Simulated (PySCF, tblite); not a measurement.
# C5H6N2O− (doublet): geometry, infrared bands and EPR parameters

Wanted: the infrared bands and EPR parameters of C5H6N2O− (doublet) (`OCC1=NC=N[CH][CH-]1`), by calculation.

The runs use tblite 0.8.0 and PySCF 2.14.0, with density-fitted response routines of our own; the level of theory stands in each step. All values are computed, except where a source is named. Atoms are numbered from 0 throughout.

### 1 The starting structure

14 atoms, charge -1, multiplicity 2; geometry from: force field or distance geometry start.

Bonds of the start (Å): O0–C1 1.38, C1–C2 1.49, C2–N3 1.28, N3–C4 1.42, C4–N5 1.29, N5–C6 1.44, C6–C7 1.47, C7–C2 1.46, O0–H8 1.01, C1–H9 1.12, C1–H10 1.11, C4–H11 1.08, C6–H12 1.10, C7–H13 1.10.

### 2 Optimising the geometry with GFN2-xTB

What the job is given:

```
{"job": {"kind": "relax", "xc": "GFN2-xTB", "basis": "xTB"}, "charge": -1, "multiplicity": 2}
O     -2.445800     0.306000    -0.687400
C     -1.793000    -0.294200     0.374900
C     -0.323700    -0.064500     0.242700
N      0.290500     0.582700     1.166400
C      1.684600     0.794000     1.029400
N      2.366400     0.402800     0.008500
C      1.805700    -0.315200    -1.112000
C      0.362200    -0.547500    -0.953800
H     -2.192600     1.278300    -0.647900
H     -2.055900    -1.377400     0.471200
H     -2.115400     0.239900     1.297300
H      2.222600     1.326300     1.802000
H      2.380300    -1.243600    -1.274800
H     -0.186400    -1.088000    -1.738800
```

Launch:

```console
$ OMP_NUM_THREADS=1 python probes_run.py task.json out
```

The driver reads the jobs from task.json and runs them one after another.

**Question.** This job is followed by: GFN2-xTB harmonic vibrations, gas phase; UKS B3LYP, pcH-1 on C H N O, non-relativistic, mean-field spin-orbit, GIAO. What will the session give for the following? strongest single infrared mode (GFN2-xTB); zero-point energy (GFN2-xTB); g(iso) (B3LYP); ⟨S²⟩; largest a(iso) (averaged by class).

The runs gave:

| quantity | value |
| --- | --- |
| strongest single infrared mode (GFN2-xTB) | 3058 cm⁻¹, 320 km/mol |
| zero-point energy (GFN2-xTB) | 63.1 kcal/mol |
| g(iso) (B3LYP) | 2.00309 |
| ⟨S²⟩ | 0.763 (exact 0.75) |
| largest a(iso) (averaged by class) | 1H on H9, H10, 45.8 MHz |

Relaxing lowered the energy by 1.442 eV in 133 steps; the close pair that moved most is C2–N3, from 1.284 to 1.410 Å. No mode is imaginary among the 36: a minimum at this level. The strongest single mode, at 3058 cm⁻¹, moves mainly H8. GFN2-xTB is a fitted tight-binding method: band positions and strengths are rough. Its intensities can rank the bands wrongly. The largest spin populations lie on C6 (0.45 e), C2 (0.39 e). The isotropic g lies 0.8 ppt above the free-electron value. The records flag this anion as possibly unbound in the gas phase, so the basis may hold the extra electron. The conformer search found further structures of the same energy, which may be mirror or relabelled copies of this one.
